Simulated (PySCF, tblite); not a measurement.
**C₅H₃NO− (doublet): geometry, infrared bands and EPR parameters**

Wanted: the infrared bands and EPR parameters of C₅H₃NO− (doublet) (`[N-]=[C]c1ccco1`), by calculation.

Programs: tblite 0.8.0 and PySCF 2.14.0, with density-fitted response routines of our own. Each step states its level of theory. These are calculated values for one molecule in the gas phase, unless marked as measured. Atoms count from 0, in the outputs and in this text.

### 1 The starting structure

10 atoms, charge -1, multiplicity 2; geometry from: force field or distance geometry start.

Bonds of the start (Å): N0–C1 1.47, C1–C2 1.41, C2–C3 1.37, C3–C4 1.42, C4–C5 1.39, C5–O6 1.37, O6–C2 1.36, C3–H7 1.09, C4–H8 1.07, C5–H9 1.08.

### 2 Geometry optimisation with GFN2-xTB

What the job is given:

```
{"job": {"kind": "relax", "xc": "GFN2-xTB", "basis": "xTB"}, "charge": -1, "multiplicity": 2}
N      3.060700     1.201400    -1.624300
C      1.822400     0.721200    -1.001700
C      0.653200     0.242900    -0.374900
C      0.197300     0.315700     0.911500
C     -1.065000    -0.340100     0.934100
C     -1.299100    -0.747200    -0.370600
O     -0.253900    -0.389200    -1.174000
H      0.720000     0.764800     1.759800
H     -1.719400    -0.492100     1.770300
H     -2.107200    -1.272600    -0.852800
```

The run is started by

```bash
OMP_NUM_THREADS=1 python probes_run.py task.json out
```

This one command runs all jobs of the session in turn.

**Question.** This job is followed by: GFN2-xTB harmonic vibrations, gas phase; UKS B3LYP, pcH-1 on C H N O, non-relativistic, mean-field spin-orbit, GIAO. What will the session give for the following? strongest single infrared mode (GFN2-xTB); zero-point energy (GFN2-xTB); g(iso) (B3LYP); ⟨S²⟩; largest a(iso).

As calculated:

| quantity | value |
| --- | --- |
| strongest single infrared mode (GFN2-xTB) | 2234 cm⁻¹, 731 km/mol |
| zero-point energy (GFN2-xTB) | 39.6 kcal/mol |
| g(iso) (B3LYP) | 2.00309 |
| ⟨S²⟩ | 0.762 (exact 0.75) |
| largest a(iso) | 13C on C5, 28.5 MHz |

What this shows: Over 21 steps the energy fell by 2.511 eV; of the close pairs, N0–C1 changed most, 1.467 to 1.179 Å. All 24 modes are real, so the xTB geometry is a minimum. The strongest single mode, at 2234 cm⁻¹, moves mainly C1. GFN2-xTB is a fitted tight-binding method: band positions and strengths are rough. Its intensities can rank the bands wrongly. The largest share of the spin, 0.34 e, sits on C5. The isotropic g lies 0.8 ppt above the free-electron value.
